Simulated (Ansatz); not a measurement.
# CH3AlCl2: the cost of one run

Computed with the Python package of Ansatz 0.2.0. Level of theory: MP2/def2-SVP.

## Step 1: The system

Bond lengths: C1–Al2 1.939 Å, Al2–Cl3 2.179 Å, Al2–Cl4 2.156 Å, C1–H5 1.168 Å, C1–H6 1.135 Å, C1–H7 1.117 Å. Angles: C1–Al2–Cl3 118.9°, C1–Al2–Cl4 122.0°, Cl3–Al2–Cl4 119.1°, Al2–C1–H5 109.9°, Al2–C1–H6 112.7°, Al2–C1–H7 113.2°, H5–C1–H6 105.3°, H5–C1–H7 107.2°, H6–C1–H7 108.1°.

No structure file is read: the coordinates are typed or built in the script.

## Step 2: The script

run_scan.py reads:

```python
import ansatz as az
import numpy as np

BASIS = "def2-SVP"
LEVEL = "mp2"

GEOMETRY = """
C    -0.14140    0.92970   -0.15200
Al    0.16530   -0.96070    0.15120
Cl    1.87000   -1.57070    1.36380
Cl   -1.09240   -2.47570   -0.72660
H    -1.09280    1.07640   -0.81390
H    -0.35390    1.49900    0.80700
H     0.70640    1.43410   -0.67520
"""

ch3alcl2 = az.Crystal.molecule()
for line in GEOMETRY.strip().splitlines():
    symbol, *xyz = line.split()
    ch3alcl2 = ch3alcl2.atom(symbol, [float(v) for v in xyz])

symbols = [site.symbol for site in ch3alcl2.cartesian_sites]
start = np.array([site.position_ang for site in ch3alcl2.cartesian_sites])
axis = (start[6] - start[0]) / np.linalg.norm(start[6] - start[0])
moving = [6]
lengths, energies = [0.983, 1.027, 1.072, 1.117, 1.161, 1.206, 1.251, 1.318], []
for length in lengths:
    xyz = start.copy()
    xyz[moving] += (length - np.linalg.norm(start[6] - start[0])) * axis
    point = az.Crystal.molecule()
    for symbol, place in zip(symbols, xyz):
        point = point.atom(symbol, place.tolist())
    calc = (
        point.calculation()
        .basis(gaussian=BASIS)
        .correlation(LEVEL)
    )
    report = calc.run().report
    energies.append(report["free_energy_ev"])
    print(f"r = {length:6.3f} A  E = {energies[-1]:.5f} eV  <S^2> = {abs(report['mean_field']['state']['spin_squared']):.3f}")

fit = np.polynomial.Polynomial.fit(lengths, np.array(energies) - min(energies), 4).convert()
roots = [r.real for r in fit.deriv().roots() if abs(r.imag) < 1e-9 and fit.deriv(2)(r.real) > 0]
r_e = min(roots, key=lambda r: abs(r - lengths[int(np.argmin(energies))]))
print(f"minimum of the fit at {r_e:.4f} A, force constant {fit.deriv(2)(r_e):.2f} eV/A^2")
```

## Step 3: The input behind the calls

The engine receives this input (first run):

```yaml
crystal:
  periodic: [false, false, false]
  atoms:
    - { symbol: C, position_ang: [-0.1414, 0.9297, -0.152] }
    - { symbol: Al, position_ang: [0.1653, -0.9607, 0.1512] }
    - { symbol: Cl, position_ang: [1.87, -1.5707, 1.3638] }
    - { symbol: Cl, position_ang: [-1.0924, -2.4757, -0.7266] }
    - { symbol: H, position_ang: [-1.0928, 1.0764, -0.8139] }
    - { symbol: H, position_ang: [-0.3539, 1.499, 0.807] }
    - { symbol: H, position_ang: [0.6049236597277627, 1.3737264849807542, -0.6125762429459372] }
basis:
  gaussian:
    orbitals: def2-SVP
correlation:
  method: mp2
```

## Step 4: Launch

Run with:

```console
python run_scan.py
```

What time and memory should one allow on 1 thread of Arm Neoverse V1, shared host?

About 8.8 s, with a peak of 0.21 GiB.
